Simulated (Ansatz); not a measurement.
# H6OSi3: the cost of one run

Method: UKS revPBE-D4/STO-3G, in Ansatz 0.2.0.

## (1) The starting structure

Bond lengths: O1–Si2 1.663 Å, Si2–Si3 2.249 Å, O1–Si4 1.664 Å, Si3–Si4 2.316 Å, Si2–H5 1.503 Å, Si2–H6 1.479 Å, Si3–H7 1.526 Å, Si3–H8 1.451 Å, Si4–H9 1.526 Å, Si4–H10 1.414 Å. Angles (14 of 19 angles, heavy atoms first): O1–Si2–Si3 89.9°, Si2–O1–Si4 100.2°, Si2–Si3–Si4 68.0°, O1–Si4–Si3 87.6°, O1–Si2–H5 111.6°, O1–Si2–H6 112.3°, Si3–Si2–H5 114.8°, Si3–Si2–H6 114.1°, Si2–Si3–H7 117.4°, Si2–Si3–H8 118.5°, Si4–Si3–H7 112.9°, Si4–Si3–H8 116.4°, O1–Si4–H9 108.1°, O1–Si4–H10 112.1°.

Coordinates:

```xyz
10

O    -0.5969    1.3646    0.3313
Si   -0.9213    0.3582   -0.9518
Si    0.0734   -1.3416    0.1337
Si    0.8453    0.7198    0.8547
H    -0.2156    0.8094   -2.1995
H    -2.3724    0.1717   -1.1659
H     1.1303   -2.1373   -0.6263
H    -0.7087   -2.1063    1.0876
H     0.8965    0.8457    2.3751
H     1.9526    1.2647    0.1642
```

## (2) End point A

Contents of input.yaml:

```yaml
crystal:
  periodic: [false, false, false]
  atoms:
    - { symbol: O, position_ang: [-0.5969, 1.3646, 0.3313] }
    - { symbol: Si, position_ang: [-0.9213, 0.3582, -0.9518] }
    - { symbol: Si, position_ang: [0.0734, -1.3416, 0.1337] }
    - { symbol: Si, position_ang: [0.8453, 0.7198, 0.8547] }
    - { symbol: H, position_ang: [-0.2156, 0.8094, -2.1995] }
    - { symbol: H, position_ang: [-2.3724, 0.1717, -1.1659] }
    - { symbol: H, position_ang: [1.1303, -2.1373, -0.6263] }
    - { symbol: H, position_ang: [-0.7087, -2.1063, 1.0876] }
    - { symbol: H, position_ang: [0.8965, 0.8457, 2.3751] }
    - { symbol: H, position_ang: [1.9526, 1.2647, 0.1642] }
magnetization:
  spin_polarized: true
basis:
  gaussian: { orbitals: STO-3G }
hamiltonian:
  xc: revpbe
  dispersion: d4
relax:
  f_tol: 0.02
  max_steps: 50
output:
  orbitals: {}
```

The run is started by

```bash
> ansatz run input.yaml --threads 1 --pin off --max-ram 2048MiB --backend cpu --events-out ev --progress --plain --runs-dir out
```

What time and memory should one allow on 1 thread of Intel Xeon 6975P-C (Granite Rapids), shared host?

About 19 s, with a peak of 0.15 GiB.
